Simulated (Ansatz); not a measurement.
# Li3TeH: properties at the relaxed cell

Aim: for Li3TeH, relax it again with other functionals.

Computed with Ansatz 0.2.0 (DFT PBE, scalar-relativistic, plane waves, PAW, unless a step's input says otherwise).

## Step 1: The system as given

The structure is cubic, space group Pm-3m (No. 221). The conventional cell has a = 4.192 Å, b = 4.192 Å, c = 4.192 Å, α = 90.00°, β = 90.00°, γ = 90.00°. Li (site symmetry 4/mmm) is surrounded by 2 H at 2.10 Å and 8 Li at 2.96 Å and 4 Te at 2.96 Å. Te (site symmetry m-3m) is surrounded by 12 Li at 2.96 Å. H (site symmetry m-3m) is surrounded by 6 Li at 2.10 Å.

Coordinates:

```
Li Te H
1.0
     4.19228    0.00000    0.00000
     0.00000    4.19228    0.00000
     0.00000    0.00000    4.19228
Li Te H
3 1 1
Direct
  0.50000 0.00000 0.50000
  0.00000 0.50000 0.50000
  0.50000 0.50000 0.00000
  0.00000 0.00000 0.00000
  0.50000 0.50000 0.50000
```

This cell was relaxed beforehand with the same method: volume 14.74 Å³/atom, gap on the mesh 2.91 eV.

## Step 2: Relaxing with PBEsol

File input.yaml:

```yaml
crystal:
  lattice:
    - [4.1922815372, 0.0, 0.0]
    - [0.0, 4.1922815372, 0.0]
    - [0.0, 0.0, 4.1922815372]
  atoms:
    - { symbol: Li, position: [0.5, 0.0, 0.5] }
    - { symbol: Li, position: [0.0, 0.5, 0.5] }
    - { symbol: Li, position: [0.5, 0.5, 0.0] }
    - { symbol: Te, position: [0.0, 0.0, 0.0] }
    - { symbol: H, position: [0.5, 0.5, 0.5] }
basis:
  ecutwfc: 420
kpoints:
  mp_grid: { grid: [6, 6, 6] }
hamiltonian:
  xc: pbesol
scf:
  occupations: { method: gaussian, width: 0.02 }
output:
  forces: true
  stress: true
  eigenvalues: true
relax:
  adjacent_minimum: "off"
  f_tol: 0.005
  max_steps: 50
  cell: { stress_tol: 0.05 }
```

Command:

```console
ansatz run input.yaml --threads 2 --pin off --max-ram 5120MiB --backend cpu --events-out ev --progress --plain --runs-dir out
```

## Step 3: The cell under PBE+D3(BJ)

input.yaml, as its differences from that of step 2:

```diff
@@ -16,3 +16,4 @@
 hamiltonian:
-  xc: pbesol
+  xc: pbe
+  dispersion: d3bj
 scf:
@@ -23,2 +24,6 @@
   eigenvalues: true
+  write_density: true
+  write_potential: true
+  elf: true
+  volumetric_format: npy
 relax:
```

## Step 4: The cell under LDA

input.yaml, as its differences from that of step 3:

```diff
@@ -16,4 +16,3 @@
 hamiltonian:
-  xc: pbe
-  dispersion: d3bj
+  xc: lda
 scf:
@@ -24,6 +23,2 @@
   eigenvalues: true
-  write_density: true
-  write_potential: true
-  elf: true
-  volumetric_format: npy
 relax:
```

## Step 5: Relaxing with r2SCAN

input.yaml, as its differences from that of step 4:

```diff
@@ -12,3 +12,3 @@
 basis:
-  ecutwfc: 420
+  ecutwfc: 500
 kpoints:
@@ -16,3 +16,3 @@
 hamiltonian:
-  xc: lda
+  xc: r2scan
 scf:
```

(Steps that only read results are left out.)

What does the calculation give?

As calculated:

The volumes rise in the order PBE+D3(BJ), LDA, PBEsol, PBE, r2SCAN, over 9.4 %. These runs have no spin-orbit coupling; with Te it would split and shift bands.
